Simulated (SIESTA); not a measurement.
The system is TiSn3.

```
Sn Ti
1.0
     6.28609    0.00000    0.00000
    -3.14305    5.44391    0.00000
     0.00000    0.00000    5.49263
Sn Ti
6 2
Direct
  0.17086 0.34173 0.25000
  0.17086 0.82914 0.25000
  0.65827 0.82914 0.25000
  0.82914 0.65827 0.75000
  0.82914 0.17086 0.75000
  0.34173 0.17086 0.75000
  0.33333 0.66667 0.75000
  0.66667 0.33333 0.25000
```

The cell comes from a database or a generator and needn't be the stable form of this composition.

```yaml
Program: SIESTA 5.4.2
Task: single point
Functional: PBEsol
Potentials_or_basis: PseudoDojo 0.4 standard (PBEsol files)
Basis: DZP (energy shift 0.003 Ry; two zetas on semicore shells)
Grid_cutoff: 800 Ry
Energy_shift: 0.003 Ry
k_mesh: 5 × 5 × 5
Occupations: fermi-dirac, width 0.05 eV
Spin: no spin polarisation
```

On this cell: pressure -2.7 GPa; largest force 0.066 eV/Å; band gap on the k mesh none (metal or under the smearing width).

The same run follows on a disturbed copy (atoms moved at random, drawn with an rms of 0.05 Å):

```
Sn Ti
1.0
     6.28609    0.00000    0.00000
    -3.14305    5.44391    0.00000
     0.00000    0.00000    5.49263
Sn Ti
6 2
Direct
  0.16755 0.34811 0.25026
  0.17137 0.82453 0.25297
  0.65861 0.81827 0.25338
  0.83386 0.66714 0.74031
  0.81637 0.16383 0.73949
  0.33811 0.16526 0.75030
  0.32771 0.66474 0.74218
  0.66888 0.34096 0.25659
```

Task: What does the disturbed cell give?

Result: The energy (extrapolated to zero smearing) moves by +7.6 meV/atom; pressure -2.4 GPa; largest force 0.457 eV/Å; band gap on the k mesh none (metal or under the smearing width).

Forces in eV/Å, atoms in the order of the input:
```
Sn   0.099 -0.336 -0.124
Sn   0.056  0.270 -0.162
Sn  -0.134  0.228 -0.248
Sn  -0.067 -0.375  0.253
Sn   0.074  0.192  0.214
Sn  -0.046  0.267  0.076
Ti   0.023 -0.121  0.106
Ti  -0.004 -0.124 -0.114
```

Stress tensor (GPa, compression positive):
```
-2.51 -0.11 -0.06
-0.11 -2.53 -0.03
-0.06 -0.03 -2.26
```

Caveats: the basis of atomic orbitals isn't converged, which shifts pressures, moduli and gaps.
